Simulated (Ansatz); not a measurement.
# FH₂In, SMILES [F][InH2]: a relaxed scan of one distance

With the Ansatz DFT code, driven from Python.

The cells in order, each with its output:

In [1]:
```python
import ansatz as az
import numpy as np
```

In [2]:
```python
GEOMETRY = """
F    -1.59330   -0.59670    0.13640
In    0.21370    0.02530    0.14880
H     1.27430   -0.94160    0.68890
H     0.16090    1.45280   -0.99440
"""
```

In [3]:
```python
mol = az.Crystal.molecule()
for line in GEOMETRY.strip().splitlines():
    symbol, *xyz = line.split()
    mol = mol.atom(symbol, [float(v) for v in xyz])
```

In [4]:
```python
setup = (
    mol.calculation()
    .basis(gaussian="def2-SVP")
    .functional("PBE0")
    .scf(lower_state_search="light")
)
symbols = [site.symbol for site in mol.cartesian_sites]
pairs = [(0, 1), (1, 2), (1, 3)]
print("held (A)   E (eV)        ", "  ".join(f"{symbols[i]}{i}-{symbols[j]}{j}" for i, j in pairs))
for length in [1.41, 1.53, 1.66, 1.84, 2.07]:
    summary = setup.relax(constraints=[az.DistanceConstraint((1, 2), at=length)], force_tolerance=0.02, max_steps=60).run(threads=1).report
    xyz = np.array(summary["positions_ang"])
    print(f"{length:6.2f} {summary['free_energy_ev']:14.5f}  ", "  ".join(f"{np.linalg.norm(xyz[i] - xyz[j]):.3f}" for i, j in pairs))
```
```text
held (A)   E (eV)         F0-In1  In1-H2  In1-H3
DeckWarning: relax.constraints: the input's atoms, or those drawn, lie off the distances that are held; a relaxation that starts there is brought onto them ahead of its first SCF, by positions alone, [...]
  1.41    -7917.38176   1.978  1.410  1.712
  1.53    -7917.98930   1.975  1.530  1.712
  1.66    -7918.23778   1.971  1.660  1.713
  1.84    -7918.17298   1.967  1.840  1.715
  2.07    -7917.74517   1.963  2.070  1.717
```

Reading the output:
- The settings weren't tested for convergence.
- Warnings are shown shortened and without file and line.
- The energies are electronic: no zero-point or thermal terms, and the basis set is short of its limit.
- def2 sets replace the cores of elements past krypton by effective core potentials.
- Finished in 33 s on 1 thread of Arm Neoverse V2, with other jobs on the host, peak memory 0.18 GiB.
